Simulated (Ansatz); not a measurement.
Set up this calculation in Ansatz 0.2.0, as the native input.

| Property | Result |
| --- | --- |
| Task | atomic charges |
| Functional | PBE |
| Potentials or basis | Ansatz PAW |
| Cutoff | 420 eV (not typed: the program's choice for these potentials) |
| k mesh | 8 × 8 × 5 |
| Occupations | fermi-dirac, width 0.05 eV |
| Spin | collinear spin, ferromagnetic start |
| Starting moments | [1.0, 1.0, 0.0, 0.6, 0.0] μB |

The system is NiMoIrPdW.

```
Ni Mo Pd Ir W
1.0
     4.11705    0.00000    0.00000
    -2.05853    3.56547    0.00000
     0.00000    0.00000    5.44580
Ni Mo Pd Ir W
1 1 1 1 1
Direct
  0.00000 0.00000 0.95775
  0.66667 0.33333 0.96161
  0.66667 0.33333 0.46295
  0.33333 0.66667 0.72572
  0.33333 0.66667 0.23642
```

The cell was built by a generator and needn't be a form met in nature.

These files were run (other wordings do the same):

input.yaml

```yaml
crystal:
  lattice:
    - [4.11705, 0.0, 0.0]
    - [-2.05853, 3.56547, 0.0]
    - [0.0, 0.0, 5.4458]
  atoms:
    - { symbol: Ni, position: [0.0, 0.0, 0.95775], spin: 1.0 }
    - { symbol: Mo, position: [0.66667, 0.33333, 0.96161], spin: 1.0 }
    - { symbol: Pd, position: [0.66667, 0.33333, 0.46295] }
    - { symbol: Ir, position: [0.33333, 0.66667, 0.72572], spin: 0.6 }
    - { symbol: W, position: [0.33333, 0.66667, 0.23642] }
hamiltonian:
  xc: pbe
  pseudopotentials: { kind: paw }
magnetization:
  spin_polarized: true
kpoints:
  mp_grid: { grid: [8, 8, 5] }
scf:
  occupations: { method: fermi_dirac, width: 0.05 }
output:
  forces: true
  stress: true
  eigenvalues: true
  bader: true
  populations: true
  write_density: true
  write_potential: true
  elf: true
  volumetric_format: npy
```

Potentials or basis: Ansatz PAW.

The run is started by

```console
$ ansatz run input.yaml --threads 8 --pin off --max-ram 20480MiB --backend cpu --events-out ev --progress --plain --runs-dir out
```

It gave:

| Item | Value |
| --- | --- |
| Pressure | 0.0 GPa |
| Largest force | 0.043 eV/Å |
| Band gap on the k mesh | none (metal or under the smearing width) |
| Net moment | 0.00 μB per cell |
| Absolute moment | 0.00 μB per cell |
| Bader charges | Ni -0.20; Mo +0.63; Pd -0.44; Ir -0.70; W +0.71 e |

Caveat: the starting moments weren't kept.

Wall time 6.9 s on 8 threads of AMD EPYC 9R45 96-Core Processor (Zen 5), with other jobs on the host, peak memory 0.79 GiB.
